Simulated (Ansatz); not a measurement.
# SnGe7: the cost of one run

Program: Ansatz 0.2.0. Level of theory: DFT PBEsol, scalar-relativistic, plane waves, PAW, and further levels as typed in the inputs. These are calculated values, not measurements.

**1. Starting point**

It takes space group P1 (No. 1, triclinic). Conventional cell: a = 5.854 Å, b = 11.354 Å, c = 11.354 Å, α = 90.00°, β = 90.00°, γ = 90.00°. Ge (site symmetry 1) is surrounded by 3 Ge at 2.48 Å and 1 Sn at 2.48 Å. Ge (site symmetry 1) has 4 Ge at 2.48 Å as nearest neighbours. Ge (site symmetry 1) has 1 Sn at 2.48 Å and 3 Ge at 2.48 Å as nearest neighbours. Sn (site symmetry 1) is surrounded by 4 Ge at 2.48 Å. Only part of the 32 independent sites is listed.

Coordinates:

```cif
data_structure
_symmetry_space_group_name_H-M 'P1'
_symmetry_Int_Tables_number 1
_cell_length_a 5.8544
_cell_length_b 11.3540
_cell_length_c 11.3540
_cell_angle_alpha 90.000
_cell_angle_beta 90.000
_cell_angle_gamma 90.000
_cell_volume 754.71
loop_
_atom_site_label
_atom_site_type_symbol
_atom_site_symmetry_multiplicity
_atom_site_Wyckoff_symbol
_atom_site_fract_x
_atom_site_fract_y
_atom_site_fract_z
_atom_site_occupancy
Ge1 Ge 1 a 0.00000 0.00000 0.00000 1
Ge2 Ge 1 a 0.50000 0.00000 0.25000 1
Ge3 Ge 1 a 0.50000 0.25000 0.00000 1
Ge4 Ge 1 a 0.00000 0.25000 0.25000 1
Ge5 Ge 1 a 0.25000 0.12500 0.12500 1
Ge6 Ge 1 a 0.75000 0.12500 0.37500 1
Sn1 Sn 1 a 0.75000 0.37500 0.12500 1
Ge7 Ge 1 a 0.25000 0.37500 0.37500 1
Ge8 Ge 1 a 0.00000 0.00000 0.50000 1
Ge9 Ge 1 a 0.50000 0.00000 0.75000 1
Ge10 Ge 1 a 0.50000 0.25000 0.50000 1
Ge11 Ge 1 a 0.00000 0.25000 0.75000 1
Ge12 Ge 1 a 0.25000 0.12500 0.62500 1
Ge13 Ge 1 a 0.75000 0.12500 0.87500 1
Ge14 Ge 1 a 0.75000 0.37500 0.62500 1
Ge15 Ge 1 a 0.25000 0.37500 0.87500 1
Ge16 Ge 1 a 0.00000 0.50000 0.00000 1
Ge17 Ge 1 a 0.50000 0.50000 0.25000 1
Ge18 Ge 1 a 0.50000 0.75000 0.00000 1
Ge19 Ge 1 a 0.00000 0.75000 0.25000 1
Ge20 Ge 1 a 0.25000 0.62500 0.12500 1
Ge21 Ge 1 a 0.75000 0.62500 0.37500 1
Ge22 Ge 1 a 0.75000 0.87500 0.12500 1
Ge23 Ge 1 a 0.25000 0.87500 0.37500 1
Ge24 Ge 1 a 0.00000 0.50000 0.50000 1
Sn2 Sn 1 a 0.50000 0.50000 0.75000 1
Sn3 Sn 1 a 0.50000 0.75000 0.50000 1
Ge25 Ge 1 a 0.00000 0.75000 0.75000 1
Ge26 Ge 1 a 0.25000 0.62500 0.62500 1
Ge27 Ge 1 a 0.75000 0.62500 0.87500 1
Ge28 Ge 1 a 0.75000 0.87500 0.62500 1
Sn4 Sn 1 a 0.25000 0.87500 0.87500 1
```

**2. Relaxing cell and atoms: SnGe7, no spin**

input.yaml

```yaml
crystal:
  lattice:
    - [11.354, 0.0, 0.0]
    - [0.0, 11.354, 0.0]
    - [0.0, 0.0, 5.85441]
  atoms:
    - { symbol: Ge, position: [0.0, 0.0, 0.0] }
    - { symbol: Ge, position: [0.0, 0.25, 0.5] }
    - { symbol: Ge, position: [0.25, 0.0, 0.5] }
    - { symbol: Ge, position: [0.25, 0.25, 0.0] }
    - { symbol: Ge, position: [0.125, 0.125, 0.25] }
    - { symbol: Ge, position: [0.125, 0.375, 0.75] }
    - { symbol: Sn, position: [0.375, 0.125, 0.75] }
    - { symbol: Ge, position: [0.375, 0.375, 0.25] }
    - { symbol: Ge, position: [0.0, 0.5, 0.0] }
    - { symbol: Ge, position: [0.0, 0.75, 0.5] }
    - { symbol: Ge, position: [0.25, 0.5, 0.5] }
    - { symbol: Ge, position: [0.25, 0.75, 0.0] }
    - { symbol: Ge, position: [0.125, 0.625, 0.25] }
    - { symbol: Ge, position: [0.125, 0.875, 0.75] }
    - { symbol: Ge, position: [0.375, 0.625, 0.75] }
    - { symbol: Ge, position: [0.375, 0.875, 0.25] }
    - { symbol: Ge, position: [0.5, 0.0, 0.0] }
    - { symbol: Ge, position: [0.5, 0.25, 0.5] }
    - { symbol: Ge, position: [0.75, 0.0, 0.5] }
    - { symbol: Ge, position: [0.75, 0.25, 0.0] }
    - { symbol: Ge, position: [0.625, 0.125, 0.25] }
    - { symbol: Ge, position: [0.625, 0.375, 0.75] }
    - { symbol: Ge, position: [0.875, 0.125, 0.75] }
    - { symbol: Ge, position: [0.875, 0.375, 0.25] }
    - { symbol: Ge, position: [0.5, 0.5, 0.0] }
    - { symbol: Sn, position: [0.5, 0.75, 0.5] }
    - { symbol: Sn, position: [0.75, 0.5, 0.5] }
    - { symbol: Ge, position: [0.75, 0.75, 0.0] }
    - { symbol: Ge, position: [0.625, 0.625, 0.25] }
    - { symbol: Ge, position: [0.625, 0.875, 0.75] }
    - { symbol: Ge, position: [0.875, 0.625, 0.75] }
    - { symbol: Sn, position: [0.875, 0.875, 0.25] }
scf:
  occupations: { method: gaussian, width: 0.01 }
output:
  forces: true
  stress: true
hamiltonian:
  xc: pbesol
kpoints:
  mp_grid: { grid: [3, 3, 6], shift: [0.5, 0.5, 0.5] }
relax:
  f_tol: 0.005
  cell: { stress_tol: 0.03, fix: [a, b, angles] }
```

Run with:

```bash
$ ansatz run input.yaml --threads 8 --pin off --max-ram 12288MiB --backend cpu --events-out ev --progress --plain --runs-dir out
```

Q: Estimate wall time and peak memory on 8 threads of AMD EPYC 9R14 (Zen 4), shared host.

About 5.8 min, with a peak of 8.7 GiB.
